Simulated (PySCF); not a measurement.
# C3H7BBrF3O: geometry, NMR shifts, spin-spin couplings and electronic excitations

What NMR shifts, spin-spin couplings and electronic excitations should C3H7BBrF3O (`C[O+]([BH2-]Br)CC(F)(F)F`) show?

The runs use PySCF 2.14.0, with density-fitted response routines of our own; the level of theory stands in each step. All values are computed, except where a source is named. Atoms are numbered from 0 throughout.

## Step 1: Starting geometry

16 atoms, charge 0, multiplicity 1; geometry from: GFN2-xTB.

Bonds of the start (Å): C0–O1 1.43, O1–B2 1.65, B2–Br3 1.96, O1–C4 1.41, C4–C5 1.53, C5–F6 1.33, C5–F7 1.34, C5–F8 1.34, C0–H9 1.09, C0–H10 1.09, C0–H11 1.09, B2–H12 1.18, B2–H13 1.18, C4–H14 1.10, C4–H15 1.09.

## Step 2: Optimising the geometry at PBE0-D3(BJ)/def2-SVP

The job: settings as JSON, then the geometry in Å.

```
{"job": {"xc": "PBE0", "basis": "def2-SVP", "d3": "d3bj", "grid": 1, "kind": "geom"}, "charge": 0, "multiplicity": 1}
C     -0.797882     1.228118    -0.370595
O     -0.351736    -0.130449    -0.439979
B     -1.585052    -1.228103    -0.365766
Br    -2.318047    -1.062306     1.445960
C      0.678693    -0.425936     0.483204
C      1.992811     0.271388     0.113095
F      3.031984    -0.388734     0.628863
F      2.171056     0.336594    -1.208952
F      2.064249     1.527245     0.576554
H      0.016670     1.904513    -0.627757
H     -1.595091     1.335529    -1.103111
H     -1.183763     1.464150     0.625705
H     -2.346638    -0.881755    -1.198209
H     -1.059536    -2.272527    -0.543386
H      0.403188    -0.145819     1.510690
H      0.856296    -1.505084     0.439454
```

**Question.** This job is followed by: GIAO PBE0/pcSseg-1 NMR shielding, non-relativistic, gas phase; B3LYP/pcJ-1 Br:pcSseg-1 indirect spin-spin coupling, non-relativistic, gas phase; TDDFT CAM-B3LYP/def2-SVPD, vertical, gas phase, core orbitals frozen in the response; GIAO B3LYP/pcSseg-1 NMR shielding, non-relativistic, gas phase. Predict these results of the whole session: point group; rotational constants (main isotopes); ¹³C shifts against TMS (PBE0/pcSseg-1); ¹H shifts against TMS (PBE0/pcSseg-1, means over atoms taken as alike); ¹⁷O shifts against H2O (PBE0/pcSseg-1); ¹¹B shifts against BF3·OEt2 (PBE0/pcSseg-1); ⁷⁹Br shifts against HBr (PBE0/pcSseg-1); ¹⁹F shifts against CFCl3 (PBE0/pcSseg-1, means over atoms taken as alike); largest coupling of the table (B3LYP/pcSseg-1+pcJ-1); lowest singlet (CAM-B3LYP/def2-SVPD); brightest single state of those computed; lowest triplet; vertical ionisation energy (ΔSCF); range of the shift of Br3.

**Answer**, as computed:

| quantity | value |
| --- | --- |
| point group | C1 |
| rotational constants (main isotopes) | 2.41, 0.46, 0.43 GHz |
| ¹³C shifts against TMS (PBE0/pcSseg-1) | 127.9, 74.7, 66.7 ppm |
| ¹H shifts against TMS (PBE0/pcSseg-1, means over atoms taken as alike) | 4.12, 4.02, 3.98 ppm |
| ¹⁷O shifts against H2O (PBE0/pcSseg-1) | 34.9 ppm |
| ¹¹B shifts against BF3·OEt2 (PBE0/pcSseg-1) | 12.3 ppm |
| ⁷⁹Br shifts against HBr (PBE0/pcSseg-1) | -146 ppm |
| ¹⁹F shifts against CFCl3 (PBE0/pcSseg-1, means over atoms taken as alike) | -87.7 ppm |
| largest coupling of the table (B3LYP/pcSseg-1+pcJ-1) | ¹J(C,F) C5–F6, -345.9 Hz |
| lowest singlet (CAM-B3LYP/def2-SVPD) | 6.84 eV (181 nm), f = 0.037 |
| brightest single state of those computed | state 3, 7.29 eV, f = 0.064 |
| lowest triplet | 6.65 eV |
| vertical ionisation energy (ΔSCF) | 9.71 eV |
| range of the shift of Br3 | -162 to -146 ppm |

In words: Over 13 steps the energy fell by 0.142 eV; of the close pairs, B2–Br3 changed most, 1.961 to 2.015 Å. At PBE0/pcSseg-1: Shielding is most anisotropic at Br3 (span 720 ppm, paramagnetic term -395 ppm). Of the pairs tabulated at B3LYP/pcSseg-1+pcJ-1, C5–F6 (mean over like pairs) couples most strongly (-345.9 Hz; Fermi contact -320.3 Hz). Couplings across rotatable bonds belong to this one conformer; where others are populated, the observed values are averages. Density functionals describe couplings to fluorine poorly, F–F couplings above all, so those rows are rough. The lowest singlet, at 6.84 eV, is HOMO→LUMO 0.57, HOMO→LUMO+3 0.23 and is weak; of the 10 states computed, the strongest absorption comes from state 3 at 7.29 eV. The lowest triplet lies 0.19 eV below the lowest singlet (triplets in Tamm-Dancoff, singlets in full TDDFT). The orbital energy would give 8.64 eV for ionisation, ΔSCF gives 9.71 eV. In ppm, Br3 moves most: its shift spreads over 16 ppm, from -162 (B3LYP/pcSseg-1) to -146 (PBE0/pcSseg-1). Spin-orbit coupling is left out, which matters for shieldings and couplings at and beside the heavy atoms.
